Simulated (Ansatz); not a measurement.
# Si on a Cu(111) slab cut from the Fm-3m phase: a probe moved over the surface at fixed height

Aim: map the energy of Si on a Cu(111) slab cut from the Fm-3m phase (12 atoms of substrate and one adsorbate in a 2 × 2 cell) over two coordinates, and find its wells, ridges and stiffness.

Method: DFT PBE+D3(BJ), scalar-relativistic, plane waves, PAW, in Ansatz 0.2.0.

3 further runs of the same task are left out: 3 set aside as unsound or not needed.

**1. The system as given**

It takes space group Fm-3m (No. 225, cubic). Conventional cell: a = 3.562 Å, b = 3.562 Å, c = 3.562 Å, α = 90.00°, β = 90.00°, γ = 90.00°. Cu (site symmetry m-3m) is surrounded by 12 Cu at 2.52 Å.

Structure file:

```cif
data_structure
_symmetry_space_group_name_H-M 'P 1'
_symmetry_Int_Tables_number 1
_cell_length_a 2.5189
_cell_length_b 2.5189
_cell_length_c 2.5189
_cell_angle_alpha 60.000
_cell_angle_beta 60.000
_cell_angle_gamma 60.000
_cell_volume 11.30
loop_
_atom_site_label
_atom_site_type_symbol
_atom_site_fract_x
_atom_site_fract_y
_atom_site_fract_z
_atom_site_occupancy
Cu1 Cu 0.00000 0.00000 0.00000 1
```

It is the result of an earlier relaxation at this level (volume 11.30 Å³/atom; gap on the mesh: none (metal)).

**2. The grid**

Atoms count from 1 in the order of the input.

Si is moved over the surface cell at a fixed height above a rigid substrate; the origin of the map has the adsorbate above Cu9; the height is held at 3.00 Å.

The axes are (1) position of Si13 along the first surface vector, from above Cu9: 6 values from 0.000 to 0.833, periodic; (2) position of Si13 along the second surface vector, from above Cu9: 6 values from 0.000 to 0.833, periodic.

Nothing else is relaxed. Points are written as (first, second).

The two vectors of the plane (Å): (2.519, 0.000, 0.000); (-1.260, 2.181, 0.000).

Below, 8 of the grid's runs; all are launched alike.

**3. The run at (0/6, 0/6) of the map's two axes**

The cell repeats along c, and a dipole correction in the vacuum removes the field between the copies.

input.yaml reads:

```yaml
crystal:
  lattice:
    - [5.0378287988, 0.0, 0.0]
    - [-2.5189143994, 4.3628877197, 0.0]
    - [0.0, 0.0, 21.1210738952]
  atoms:
    - { symbol: Cu, position: [0.3333333333, 0.1666666667, 0.1893843097] }
    - { symbol: Cu, position: [0.3333333333, 0.6666666667, 0.1893843097] }
    - { symbol: Cu, position: [0.8333333333, 0.1666666667, 0.1893843097] }
    - { symbol: Cu, position: [0.8333333333, 0.6666666667, 0.1893843097] }
    - { symbol: Cu, position: [0.1666666667, 0.3333333333, 0.2869418959] }
    - { symbol: Cu, position: [0.1666666667, 0.8333333333, 0.2869418959] }
    - { symbol: Cu, position: [0.6666666667, 0.3333333333, 0.2869418959] }
    - { symbol: Cu, position: [0.6666666667, 0.8333333333, 0.2869418959] }
    - { symbol: Cu, position: [0.0, 0.0, 0.3845009934] }
    - { symbol: Cu, position: [0.0, 0.5, 0.3845009934] }
    - { symbol: Cu, position: [0.5, 0.0, 0.3845009934] }
    - { symbol: Cu, position: [0.5, 0.5, 0.3845009934] }
    - { symbol: Si, position: [0.0, 0.0, 0.5265392257] }
basis:
  ecutwfc: 420
kpoints:
  mp_grid: { grid: [6, 6, 1] }
hamiltonian:
  xc: pbe
  pseudopotentials: { kind: paw, azcp: { folder: soft_1 } }
  dispersion: d3bj
scf:
  occupations: { method: gaussian, width: 0.1 }
output:
  forces: true
  eigenvalues: true
efield:
  axis: 3
  dipole_correction: true
  ramp_width: 0.04
```

Command:

```bash
$ ansatz run input.yaml --threads 4 --pin off --max-ram 12288MiB --backend cpu --events-out ev --progress --plain --runs-dir out
```

Log, cut to the lines that bear on the results:

```text
Warning: RAYON_NUM_THREADS=4 ignored (pool sized by the plan → 4); use --threads N
[...]
Pseudopotentials: kind: paw
Pseudopotential: Cu, paw, valence charge 19, recommended cutoff 420 eV (normal), <dir>
Pseudopotential: Si, paw, valence charge 4, recommended cutoff 420 eV (normal), <dir>
Functional definition: PBE
[...]
Crystal: 13 atoms, lattice volume = 464.230 Å³
Basis set: ecut = 420 eV, 9137 PW (Γ), exchange–correlation on 72×72×288 points (8 copies of the dense FFT grid, shifted against one another)
Bands: 140, of which v1, the nominal top of the filled ones, is band 116 counted from 1 (115 counted from 0)
Symmetry: 6 space group operations
Space group: P3m1 (ITA 156), of the structure as read, at distance tolerance 7.7e-5 Å
k-points: 7 of 36 (time reversal used)
[...]
SCF iter   1: F=—  HF=-80146.525660 eV  |F-HF|=—  |Δ(HF+E_count)|=         —  Δρ=1.43e-1  dr2=5.77e1  ethr=3.10e-3  p=0.000 e·Å  D=5.24e-7 V/Å  ΔV_dip=-0.00 eV  dr2_dipole=1.36e-1  V_vac-E_F(+/−)=4.43/4.43 eV  ⟨swp⟩=8.6  Hψ=4400  notcnv=0  defer=24
[...]
SCF iter  18: F=-80136.353096 eV  HF=-80136.353096 eV  |F-HF|=1.59e-8  |Δ(HF+E_count)|=   4.65e-8  Δρ=1.96e-6  dr2=4.07e-8  ethr=4.31e-11  p=0.064 e·Å  D=2.50e-2 V/Å  ΔV_dip=-0.53 eV  dr2_dipole=7.13e-10  V_vac-E_F(+/−)=4.39/4.92 eV  ⟨swp⟩=13.6  Hψ=4647  notcnv=0
[...]
SCF converged after 18 iterations
Free energy (F): -80136.353096 eV
[...]
E sigma→0 (E₀):  -80136.313682 eV
Entropy (-TS):   -0.078828 eV (-6.064 meV/atom)
Fermi energy:    2.300766 eV
Dipole field:    D = 0.025071 V/Å  (p = 0.064320 e·Å, saw-weighted, corrected)
Work function:   Φ+ = 4.3904 eV   Φ− = 4.9200 eV
Levels:          The Fermi level and band energies are counted from a zero that moves with the ramp; work functions are not
[...]
--- Forces (eV/Å), atoms counted from 1 ---
  atom   1  Cu    -0.01905812    -0.01100321    -0.07707658
  atom   2  Cu    -0.00000000    -0.00000000    -0.07098199
  atom   3  Cu     0.01905812    -0.01100321    -0.07707658
  atom   4  Cu    -0.00000000     0.02200642    -0.07707658
  atom   5  Cu     0.00000000     0.01935664     0.02609611
  atom   6  Cu     0.01676334    -0.00967832     0.02609611
  atom   7  Cu     0.00000000     0.00000000     0.02584585
  atom   8  Cu    -0.01676334    -0.00967832     0.02609611
[...]
--- Band table (eV; the first three rows and the last of 7) ---
[...]
```

Run time: 31 s. Hardware: 4 threads of Arm Neoverse N1, shared host; peak memory 1.5 GiB.

Read from this run: work function 4.39 eV (top face), 4.92 eV (bottom face); dipole along +c 0.064 e·Å per cell.

**4. Point (2/6, 4/6) of the map's two axes**

input.yaml, as its differences from that of step 3:

```diff
@@ -18,3 +18,3 @@
     - { symbol: Cu, position: [0.5, 0.5, 0.3845009934] }
-    - { symbol: Si, position: [0.0, 0.0, 0.5265392257] }
+    - { symbol: Si, position: [0.1666666667, 0.3333333333, 0.5265392257] }
 basis:
```

Command:

```bash
$ ansatz run input.yaml --threads 4 --pin off --max-ram 12288MiB --backend cpu --events-out ev --progress --plain --runs-dir out
```

Log, cut to the lines that bear on the results:

```text
[...]
SCF converged after 17 iterations
Free energy (F): -80136.338555 eV
[...]
E sigma→0 (E₀):  -80136.302413 eV
Entropy (-TS):   -0.072283 eV (-5.560 meV/atom)
Fermi energy:    2.318960 eV
Dipole field:    D = 0.025009 V/Å  (p = 0.064161 e·Å, saw-weighted, corrected)
Work function:   Φ+ = 4.3649 eV   Φ− = 4.8931 eV
Levels:          The Fermi level and band energies are counted from a zero that moves with the ramp; work functions are not
[...]
--- Forces (eV/Å), atoms counted from 1 ---
  atom   1  Cu    -0.02834215     0.01636335    -0.06324207
  atom   2  Cu    -0.00000000    -0.03272670    -0.06324207
  atom   3  Cu     0.02834215     0.01636335    -0.06324207
  atom   4  Cu    -0.00000000    -0.00000000    -0.11190709
  atom   5  Cu    -0.00000000    -0.00000000    -0.06104205
  atom   6  Cu    -0.00856408    -0.00494447     0.05478086
  atom   7  Cu     0.00000000     0.00988894     0.05478086
  atom   8  Cu     0.00856408    -0.00494447     0.05478086
[...]
--- Band table (eV; the first three rows and the last of 7) ---
[...]
```

Run time: 31 s. Hardware: 4 threads of Arm Neoverse N1, shared host; peak memory 1.5 GiB.

Read from this run: work function 4.36 eV (top face), 4.89 eV (bottom face); dipole along +c 0.064 e·Å per cell.

**5. Point (4/6, 2/6) of the map's two axes**

input.yaml, as its differences from that of step 4:

```diff
@@ -18,3 +18,3 @@
     - { symbol: Cu, position: [0.5, 0.5, 0.3845009934] }
-    - { symbol: Si, position: [0.1666666667, 0.3333333333, 0.5265392257] }
+    - { symbol: Si, position: [0.3333333333, 0.1666666667, 0.5265392257] }
 basis:
```

Command:

```bash
$ ansatz run input.yaml --threads 4 --pin off --max-ram 12288MiB --backend cpu --events-out ev --progress --plain --runs-dir out
```

Log, cut to the lines that bear on the results:

```text
[...]
SCF converged after 17 iterations
Free energy (F): -80136.341419 eV
[...]
E sigma→0 (E₀):  -80136.304733 eV
Entropy (-TS):   -0.073371 eV (-5.644 meV/atom)
Fermi energy:    2.318255 eV
Dipole field:    D = 0.025302 V/Å  (p = 0.064913 e·Å, saw-weighted, corrected)
Work function:   Φ+ = 4.3604 eV   Φ− = 4.8948 eV
Levels:          The Fermi level and band energies are counted from a zero that moves with the ramp; work functions are not
[...]
--- Forces (eV/Å), atoms counted from 1 ---
  atom   1  Cu    -0.00000000    -0.00000000    -0.03202250
  atom   2  Cu    -0.00680502    -0.00392888    -0.08528703
  atom   3  Cu    -0.00000000     0.00785776    -0.08528703
  atom   4  Cu     0.00680502    -0.00392888    -0.08528703
  atom   5  Cu    -0.02464089     0.01422642    -0.00044123
  atom   6  Cu     0.00000000    -0.02845285    -0.00044123
  atom   7  Cu     0.02464089     0.01422642    -0.00044123
  atom   8  Cu     0.00000000    -0.00000000     0.10696806
[...]
--- Band table (eV; the first three rows and the last of 7) ---
[...]
```

Wall time 33 s (4 threads of Arm Neoverse N1, shared host); peak memory 1.5 GiB.

Read from this run: work function 4.36 eV (top face), 4.89 eV (bottom face); dipole along +c 0.065 e·Å per cell.

**6. Grid point (0/6, 1/6) of the map's two axes**

input.yaml, as its differences from that of step 5:

```diff
@@ -18,3 +18,3 @@
     - { symbol: Cu, position: [0.5, 0.5, 0.3845009934] }
-    - { symbol: Si, position: [0.3333333333, 0.1666666667, 0.5265392257] }
+    - { symbol: Si, position: [0.0, 0.0833333333, 0.5265392257] }
 basis:
```

Command:

```bash
$ ansatz run input.yaml --threads 4 --pin off --max-ram 12288MiB --backend cpu --events-out ev --progress --plain --runs-dir out
```

Log, cut to the lines that bear on the results:

```text
Warning: RAYON_NUM_THREADS=4 ignored (pool sized by the plan → 4); use --threads N
[...]
[... 4 set-up lines as earlier in the session ...]
[...]
Crystal: 13 atoms, lattice volume = 464.230 Å³
Basis set: ecut = 420 eV, 9137 PW (Γ), exchange–correlation on 72×72×288 points (8 copies of the dense FFT grid, shifted against one another)
Bands: 140, of which v1, the nominal top of the filled ones, is band 116 counted from 1 (115 counted from 0)
Symmetry: 1 space group operations
Space group: P1 (ITA 1), of the structure as read, at distance tolerance 7.7e-5 Å
k-points: 20 of 36 (time reversal used)
[...]
SCF converged after 18 iterations
Free energy (F): -80136.350415 eV
[...]
E sigma→0 (E₀):  -80136.311784 eV
Entropy (-TS):   -0.077261 eV (-5.943 meV/atom)
Fermi energy:    2.304869 eV
Dipole field:    D = 0.025049 V/Å  (p = 0.064262 e·Å, saw-weighted, corrected)
Work function:   Φ+ = 4.3844 eV   Φ− = 4.9135 eV
Levels:          The Fermi level and band energies are counted from a zero that moves with the ramp; work functions are not
[...]
--- Forces (eV/Å), atoms counted from 1 ---
  atom   1  Cu    -0.02510861     0.00029263    -0.07679999
  atom   2  Cu     0.00075181    -0.00503687    -0.07138546
  atom   3  Cu     0.02564825    -0.00602330    -0.06128666
  atom   4  Cu    -0.00603103     0.01440441    -0.09095596
  atom   5  Cu     0.00434529     0.01659157    -0.00763736
  atom   6  Cu     0.01412252    -0.01163657     0.05910310
  atom   7  Cu    -0.00823634     0.01132625     0.02634471
  atom   8  Cu    -0.01175778    -0.01654104     0.02643278
[...]
--- Band table (eV; the first three rows and the last of 20) ---
[...]
```

It took 94 s on 4 threads of Arm Neoverse N1, shared host; peak memory 1.9 GiB.

From the log: work function 4.38 eV (top face), 4.91 eV (bottom face); dipole along +c 0.064 e·Å per cell.

**7. The run at (1/6, 2/6) of the map's two axes**

input.yaml, as its differences from that of step 6:

```diff
@@ -18,3 +18,3 @@
     - { symbol: Cu, position: [0.5, 0.5, 0.3845009934] }
-    - { symbol: Si, position: [0.0, 0.0833333333, 0.5265392257] }
+    - { symbol: Si, position: [0.0833333333, 0.1666666667, 0.5265392257] }
 basis:
```

Command:

```bash
$ ansatz run input.yaml --threads 4 --pin off --max-ram 12288MiB --backend cpu --events-out ev --progress --plain --runs-dir out
```

Log, cut to the lines that bear on the results:

```text
Warning: RAYON_NUM_THREADS=4 ignored (pool sized by the plan → 4); use --threads N
[...]
[... 4 set-up lines as earlier in the session ...]
[...]
Crystal: 13 atoms, lattice volume = 464.230 Å³
Basis set: ecut = 420 eV, 9137 PW (Γ), exchange–correlation on 72×72×288 points (8 copies of the dense FFT grid, shifted against one another)
Bands: 140, of which v1, the nominal top of the filled ones, is band 116 counted from 1 (115 counted from 0)
Symmetry: 2 space group operations
Space group: Cm (ITA 8), of the structure as read, at distance tolerance 7.7e-5 Å
k-points: 13 of 36 (time reversal used)
[...]
SCF converged after 17 iterations
Free energy (F): -80136.345551 eV
[...]
E sigma→0 (E₀):  -80136.307996 eV
Entropy (-TS):   -0.075111 eV (-5.778 meV/atom)
Fermi energy:    2.311153 eV
Dipole field:    D = 0.024989 V/Å  (p = 0.064110 e·Å, saw-weighted, corrected)
Work function:   Φ+ = 4.3761 eV   Φ− = 4.9039 eV
Levels:          The Fermi level and band energies are counted from a zero that moves with the ramp; work functions are not
[...]
--- Forces (eV/Å), atoms counted from 1 ---
  atom   1  Cu    -0.03057904     0.00513628    -0.06345570
  atom   2  Cu    -0.00000000    -0.01427305    -0.07061749
  atom   3  Cu     0.03057904     0.00513628    -0.06345570
  atom   4  Cu    -0.00000000     0.00576981    -0.10216498
  atom   5  Cu    -0.00000000     0.01132697    -0.03684367
  atom   6  Cu     0.00829807    -0.01531062     0.05491212
  atom   7  Cu     0.00000000     0.01730038     0.03068891
  atom   8  Cu    -0.00829807    -0.01531062     0.05491212
[...]
--- Band table (eV; the first three rows and the last of 13) ---
[...]
```

It took 56 s on 4 threads of Arm Neoverse N1, shared host; peak memory 1.7 GiB.

From the log: work function 4.38 eV (top face), 4.90 eV (bottom face); dipole along +c 0.064 e·Å per cell.

**8. Point (2/6, 1/6) of the map's two axes**

input.yaml, as its differences from that of step 7:

```diff
@@ -18,3 +18,3 @@
     - { symbol: Cu, position: [0.5, 0.5, 0.3845009934] }
-    - { symbol: Si, position: [0.0833333333, 0.1666666667, 0.5265392257] }
+    - { symbol: Si, position: [0.1666666667, 0.0833333333, 0.5265392257] }
 basis:
```

Command:

```bash
$ ansatz run input.yaml --threads 4 --pin off --max-ram 12288MiB --backend cpu --events-out ev --progress --plain --runs-dir out
```

Log, cut to the lines that bear on the results:

```text
Warning: RAYON_NUM_THREADS=4 ignored (pool sized by the plan → 4); use --threads N
[...]
[... 4 set-up lines as earlier in the session ...]
[...]
Crystal: 13 atoms, lattice volume = 464.230 Å³
Basis set: ecut = 420 eV, 9137 PW (Γ), exchange–correlation on 72×72×288 points (8 copies of the dense FFT grid, shifted against one another)
Bands: 140, of which v1, the nominal top of the filled ones, is band 116 counted from 1 (115 counted from 0)
[... 2 set-up lines as earlier in the session ...]
k-points: 13 of 36 (time reversal used)
[...]
SCF converged after 17 iterations
Free energy (F): -80136.346709 eV
[...]
E sigma→0 (E₀):  -80136.309067 eV
Entropy (-TS):   -0.075284 eV (-5.791 meV/atom)
Fermi energy:    2.310717 eV
Dipole field:    D = 0.025181 V/Å  (p = 0.064601 e·Å, saw-weighted, corrected)
Work function:   Φ+ = 4.3739 eV   Φ− = 4.9057 eV
Levels:          The Fermi level and band energies are counted from a zero that moves with the ramp; work functions are not
[...]
--- Forces (eV/Å), atoms counted from 1 ---
  atom   1  Cu    -0.01987695    -0.01147596    -0.04626581
  atom   2  Cu    -0.00342441    -0.00197708    -0.07372717
  atom   3  Cu     0.01857426     0.00576247    -0.08790486
  atom   4  Cu     0.01427757     0.01320455    -0.08790486
  atom   5  Cu    -0.01357526     0.01612924    -0.00203950
  atom   6  Cu     0.00718071    -0.01982114    -0.00203950
  atom   7  Cu     0.02126874     0.01227951     0.02336386
  atom   8  Cu    -0.01218893    -0.00703728     0.08589544
[...]
--- Band table (eV; the first three rows and the last of 13) ---
[...]
```

Run time: 60 s. Hardware: 4 threads of Arm Neoverse N1, shared host; peak memory 1.7 GiB.

From the log: work function 4.37 eV (top face), 4.91 eV (bottom face); dipole along +c 0.065 e·Å per cell.

**9. The run at (1/6, 4/6) of the map's two axes**

input.yaml, as its differences from that of step 8:

```diff
@@ -18,3 +18,3 @@
     - { symbol: Cu, position: [0.5, 0.5, 0.3845009934] }
-    - { symbol: Si, position: [0.1666666667, 0.0833333333, 0.5265392257] }
+    - { symbol: Si, position: [0.0833333333, 0.3333333333, 0.5265392257] }
 basis:
```

Command:

```bash
$ ansatz run input.yaml --threads 4 --pin off --max-ram 12288MiB --backend cpu --events-out ev --progress --plain --runs-dir out
```

Log, cut to the lines that bear on the results:

```text
[...]
SCF converged after 17 iterations
Free energy (F): -80136.340558 eV
[...]
E sigma→0 (E₀):  -80136.304027 eV
Entropy (-TS):   -0.073064 eV (-5.620 meV/atom)
Fermi energy:    2.317125 eV
Dipole field:    D = 0.025024 V/Å  (p = 0.064200 e·Å, saw-weighted, corrected)
Work function:   Φ+ = 4.3671 eV   Φ− = 4.8957 eV
Levels:          The Fermi level and band energies are counted from a zero that moves with the ramp; work functions are not
[...]
--- Forces (eV/Å), atoms counted from 1 ---
  atom   1  Cu    -0.02233904     0.01051375    -0.06919278
  atom   2  Cu    -0.00567618    -0.03102944    -0.06665594
  atom   3  Cu     0.02646877     0.02029723    -0.05542798
  atom   4  Cu    -0.00196784    -0.00267112    -0.10844124
  atom   5  Cu     0.00645492     0.00015087    -0.05313893
  atom   6  Cu    -0.00484297     0.00531090     0.07030247
  atom   7  Cu    -0.01441097     0.00898843     0.04774905
  atom   8  Cu     0.00991754    -0.01528257     0.03872295
[...]
--- Band table (eV; the first three rows and the last of 20) ---
[...]
```

Run time: 88 s. Hardware: 4 threads of Arm Neoverse N1, shared host; peak memory 1.9 GiB.

Read from this run: work function 4.37 eV (top face), 4.90 eV (bottom face); dipole along +c 0.064 e·Å per cell.

**10. The run at (3/6, 2/6) of the map's two axes**

input.yaml, as its differences from that of step 9:

```diff
@@ -18,3 +18,3 @@
     - { symbol: Cu, position: [0.5, 0.5, 0.3845009934] }
-    - { symbol: Si, position: [0.0833333333, 0.3333333333, 0.5265392257] }
+    - { symbol: Si, position: [0.25, 0.1666666667, 0.5265392257] }
 basis:
```

Command:

```bash
$ ansatz run input.yaml --threads 4 --pin off --max-ram 12288MiB --backend cpu --events-out ev --progress --plain --runs-dir out
```

Log, cut to the lines that bear on the results:

```text
[...]
SCF converged after 17 iterations
Free energy (F): -80136.342573 eV
[...]
E sigma→0 (E₀):  -80136.305728 eV
Entropy (-TS):   -0.073690 eV (-5.668 meV/atom)
Fermi energy:    2.316553 eV
Dipole field:    D = 0.025227 V/Å  (p = 0.064719 e·Å, saw-weighted, corrected)
Work function:   Φ+ = 4.3642 eV   Φ− = 4.8970 eV
Levels:          The Fermi level and band energies are counted from a zero that moves with the ramp; work functions are not
[...]
--- Forces (eV/Å), atoms counted from 1 ---
  atom   1  Cu    -0.01658295     0.00071061    -0.03677387
  atom   2  Cu    -0.00123276    -0.00936939    -0.07793673
  atom   3  Cu     0.01541560     0.00766737    -0.08307700
  atom   4  Cu     0.01111476     0.00155982    -0.09314441
  atom   5  Cu    -0.01727635     0.01261132    -0.01824136
  atom   6  Cu     0.00214908    -0.02689998     0.00699281
  atom   7  Cu     0.02506876     0.01560358     0.01649706
  atom   8  Cu    -0.00636269    -0.00203653     0.10030034
[...]
--- Band table (eV; the first three rows and the last of 20) ---
[...]
```

Wall time 93 s (4 threads of Arm Neoverse N1, shared host); peak memory 1.9 GiB.

From the log: work function 4.36 eV (top face), 4.90 eV (bottom face); dipole along +c 0.065 e·Å per cell.

**11. Energy over the grid**

10 points were computed, 26 more follow by symmetry. Energies in meV, from the lowest computed point:

| position of Si13 along the second surface vector, from above Cu9 ↓, position of Si13 along the first surface vector, from above Cu9 → | 0/6 | 1/6 | 2/6 | 3/6 | 4/6 | 5/6 |
| --- | --- | --- | --- | --- | --- | --- |
| 5/6 | 2.7 | 7.6 | 12.5 | 12.5 | 7.6 | 2.7 |
| 4/6 | 8.4 | 12.5 | 14.5 | 12.5 | 8.4 | 6.4 |
| 3/6 | 11.5 | 12.5 | 12.5 | 11.5 | 10.5 | 10.5 |
| 2/6 | 8.4 | 7.6 | 8.4 | 10.5 | 11.7 | 10.5 |
| 1/6 | 2.7 | 2.7 | 6.4 | 10.5 | 10.5 | 6.4 |
| 0/6 | 0.0 | 2.7 | 8.4 | 11.5 | 8.4 | 2.7 |

Energy (meV) at eleven even steps along the easiest path on the interpolated surface, from (0/6, 0/6) of the map's two axes: 0.0, 0.7, 2.8, 5.2, 8.1, 10.6, 10.9, 7.7, 4.0, 1.2, 0.0.

**12. Summary of results**

| quantity | value |
| --- | --- |
| lowest point | the top site over a surface Cu atom, (0/6, 0/6) of the map's two axes |
| highest computed point | (2/6, 4/6) of the map's two axes, 14.5 meV above the lowest |
| time for all points | 11 min on 4 threads, shared host |

In words: The lowest computed point is at the top site over a surface Cu atom, (0/6, 0/6) of the map's two axes. No other kind of well shows on this grid. The highest computed point, a threefold hollow over a second-layer Cu atom, (2/6, 4/6) of the map's two axes, lies 14.5 meV above the lowest. On the interpolated surface the easiest way out of the lowest well to its copy in the next cell or period passes a barrier of about 11 meV. The runs have no spin polarisation, so an open-shell adsorbate far from the surface lies too high. The host is rigid and the atom is kept to this plane, so wells and barriers of the map are not those of diffusion.
